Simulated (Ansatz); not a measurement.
# PBE-QIDH/6-31G(d) (spherical functions) run of C2H5AlO (SMILES [CH3][Al]1[CH2][O]1)

What is the energy change on altering one bond length of C2H5AlO at PBE-QIDH/6-31G* (spherical functions)? 

The calculation is run with Ansatz 0.2.0.

82 further runs of the same task are left out: 82 set aside as unsound or not needed.

### 1 Starting point

C2H5AlO has 9 atoms, charge 0, and is taken as a singlet. As SMILES, `[CH3][Al]1[CH2][O]1`. Geometry: relaxed at PBE0-D4/def2-TZVP.

Bond lengths: C1–Al2 1.934 Å, Al2–C3 1.883 Å, Al2–O4 1.707 Å, C3–O4 1.488 Å, C1–H5 1.093 Å, C1–H6 1.091 Å, C1–H7 1.094 Å, C3–H8 1.091 Å, C3–H9 1.091 Å. Some angles: C1–Al2–C3 171.7°, C1–Al2–O4 139.6°, C3–Al2–O4 48.7°, Al2–C3–O4 59.5°, Al2–O4–C3 71.8°, Al2–C1–H5 110.3°, Al2–C1–H6 112.2°, Al2–C1–H7 110.1°, Al2–C3–H8 123.8°, Al2–C3–H9 123.8°.

### 2 The energy at PBE-QIDH/6-31G(d) (spherical functions)

The input, input.yaml:

```yaml
crystal:
  periodic: [false, false, false]
  atoms:
    - {symbol: C, position_ang: [-0.670900, 1.320200, -1.081500]}
    - {symbol: Al, position_ang: [0.051300, -0.076700, 0.044200]}
    - {symbol: C, position_ang: [0.678700, -1.280200, 1.349300]}
    - {symbol: O, position_ang: [0.789300, -1.609500, -0.097900]}
    - {symbol: H, position_ang: [0.039700, 1.575000, -1.872100]}
    - {symbol: H, position_ang: [-0.900200, 2.226000, -0.517500]}
    - {symbol: H, position_ang: [-1.591200, 0.976800, -1.562100]}
    - {symbol: H, position_ang: [0.038500, -1.980500, 1.887700]}
    - {symbol: H, position_ang: [1.653200, -1.197400, 1.832800]}
basis:
  gaussian:
    orbitals: 6-31G_st_-spherical.json
hamiltonian:
  xc: {name: PBE-QIDH}
correlation:
  frozen_orbitals: {Al: 5, C: 1, H: 0, O: 1}
output:
  orbitals: {seedname: orbitals}
accuracy: high
```

The basis set 6-31G* is read from a file made from the Basis Set Exchange's data (not shown).

Started as:

```sh
ansatz run input.yaml --threads 1 --pin off --max-ram 3480MiB --events-out events.jsonl --progress --plain --runs-dir runs
```

Output:

```text
Warning: RAYON_NUM_THREADS=1 ignored (pool sized by the plan → 1); use --threads N
Functional definition: PBE-QIDH
  name "PBE-QIDH"
  parameter a = 3^(-1/3)
  parameter c = 1/3
  exchange = (1 - a)*pbe_x + a*exact_x
  correlation = (1 - c)*pbe_c + c*(mp2_os + mp2_ss)
1640 factors; integrals over basis functions are off by at most 8.4e-9 eV
mean field evaluation 1: about -10775.7521 eV, gradient 4.6e1 eV
mean field evaluation 2: about -10775.8184 eV, gradient 4.6e1 eV
mean field evaluation 4: about -10780.4363 eV, gradient 6.1e0 eV
mean field evaluation 8: about -10780.5285 eV, gradient 2.8e-1 eV
mean field evaluation 16: about -10780.5289 eV, gradient 7.5e-5 eV
mean field -10780.52889940 eV, -396.1771297481 hartree, gradient 2.7e-8 eV, S^2 0.000000; 0 other end points of the search recorded, 0 dependent functions left out
8 core orbitals not correlated: weight in the atoms' cores, before any rotation towards them, 1.000 or more for the frozen orbitals, at most 0.000 for the correlated occupied ones
reference -10780.52890068 eV, -396.1771297952 hartree; 11, 11 occupied and 51, 51 virtual orbitals, 1640 factors
second order -15.33486128 eV of doubles, -0.00000000 eV of singles
Total energy: -10785.64052111 eV, -396.3649783810 hartree
```

It took 8.7 s on 1 thread of Arm Neoverse V2, shared host; peak memory 0.21 GiB.

### 3 The distorted shape, same level

The input, input.yaml:

```yaml
crystal:
  periodic: [false, false, false]
  atoms:
    - symbol: C
      position_ang: [-0.556249, 0.867297, -1.363502]
    - symbol: Al
      position_ang: [0.165951, -0.529603, -0.237802]
    - symbol: C
      position_ang: [0.793351, -1.733103, 1.067298]
    - symbol: O
      position_ang: [0.903951, -2.062403, -0.379902]
    - symbol: H
      position_ang: [0.154351, 1.122097, -2.154102]
    - symbol: H
      position_ang: [-0.900200, 2.226000, -0.517500]
    - symbol: H
      position_ang: [-1.476549, 0.523897, -1.844102]
    - symbol: H
      position_ang: [0.153151, -2.433403, 1.605698]
    - symbol: H
      position_ang: [1.767851, -1.650303, 1.550798]
basis:
  gaussian: {orbitals: 6-31G_st_-spherical.json}
correlation: {frozen_orbitals: {Al: 5, C: 1, H: 0, O: 1}}
output: {orbitals: {seedname: orbitals}}
hamiltonian: {xc: {name: PBE-QIDH}}
accuracy: high
```

The basis set 6-31G* is read from a file made from the Basis Set Exchange's data (not shown).

Started as:

```sh
ansatz run input.yaml --threads 1 --pin off --max-ram 3480MiB --events-out events.jsonl --progress --plain --runs-dir runs
```

Output:

```text
Warning: RAYON_NUM_THREADS=1 ignored (pool sized by the plan → 1); use --threads N
[... 6 set-up lines as earlier in the session ...]
1640 factors; integrals over basis functions are off by at most 8.5e-9 eV
mean field evaluation 1: about -10773.3320 eV, gradient 4.6e1 eV
mean field evaluation 2: about -10773.3979 eV, gradient 4.6e1 eV
mean field evaluation 4: about -10778.1684 eV, gradient 5.7e0 eV
mean field evaluation 8: about -10778.2551 eV, gradient 2.9e-1 eV
mean field evaluation 16: about -10778.2556 eV, gradient 8.3e-5 eV
mean field -10778.25562700 eV, -396.0935885282 hartree, gradient 4.2e-8 eV, S^2 0.000000; 0 other end points of the search recorded, 0 dependent functions left out
8 core orbitals not correlated: weight in the atoms' cores, before any rotation towards them, 1.000 or more for the frozen orbitals, at most 0.000 for the correlated occupied ones
reference -10778.25562831 eV, -396.0935885764 hartree; 11, 11 occupied and 51, 51 virtual orbitals, 1640 factors
second order -15.59441191 eV of doubles, -0.00000000 eV of singles
Total energy: -10783.45376562 eV, -396.2846165989 hartree
```

Wall time 8.7 s (1 thread of Arm Neoverse V2, shared host); peak memory 0.21 GiB.

### 4 Summary of results

At PBE-QIDH/6-31G* (spherical functions), 8 core orbitals frozen:

| quantity | value |
| --- | --- |
| first shape: total energy | -396.36498 Eh |
| first shape: HOMO energy (SCF part's orbitals) | -8.02 eV |
| first shape: LUMO energy (SCF part's orbitals) | 1.13 eV |
| first shape: HOMO–LUMO gap (SCF part's orbitals) | 9.15 eV |
| distorted shape: total energy | -396.28462 Eh |
| distorted shape: HOMO energy (SCF part's orbitals) | -8.07 eV |
| distorted shape: LUMO energy (SCF part's orbitals) | 0.78 eV |
| distorted shape: HOMO–LUMO gap (SCF part's orbitals) | 8.86 eV |
| energy change with the C1–H6 bond stretched from 1.091 to 1.637 Å | 2.187 eV |

With the C1–H6 bond stretched from 1.091 to 1.637 Å the energy rises by 2.19 eV (211 kJ/mol). The first shape isn't relaxed at this level, so the change isn't measured from a minimum.
